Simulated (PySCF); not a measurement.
# C5H8F2Se: the cost of one run

Computed with PySCF 2.14.0 and routines of our own; the level stands in each step. Atoms count from 0.

### Step 1. The system as given

16 atoms, charge 0, multiplicity 1; geometry from: GFN2-xTB.

### Step 2. Magnetic properties: GIAO BHandHLYP/pcSseg-1

What the job is given:

```
{"job": {"kind": "mag", "xc": "BHandHLYP", "basis": "pcSseg-1", "isotopologues": 2}, "charge": 0, "multiplicity": 1}
F     -2.927779    -0.097085    -0.344631
C     -2.016268     0.801569     0.108934
F     -2.656922     1.557366     1.031525
C     -0.831333     0.096863     0.731181
C     -0.051046    -0.756293    -0.260481
C      1.354915    -0.936118     0.299495
C      1.911360     0.449398     0.577261
Se     0.437187     1.461561     1.432663
H     -1.743438     1.455942    -0.733090
H     -1.185526    -0.494909     1.581160
H     -0.551817    -1.713697    -0.409027
H      0.001607    -0.242961    -1.224357
H      1.995304    -1.470067    -0.403564
H      1.306356    -1.509324     1.227336
H      2.184837     0.968196    -0.342556
H      2.764965     0.438503     1.251708
```

With the program's defaults for keys left out, this is: GIAO BHandHLYP/pcSseg-1 magnetisability, rotational g tensor and spin-rotation constants, non-relativistic, gas phase.

Run with:

```
OMP_NUM_THREADS=1 python excited_run.py task.json out
```

One launch serves the whole session: the jobs run in the order shown.

Q: Estimate the wall time and peak memory of this first job on 1 thread of Intel Xeon Platinum 8488C, shared host.

About 48 s, with a peak of 1 GiB.
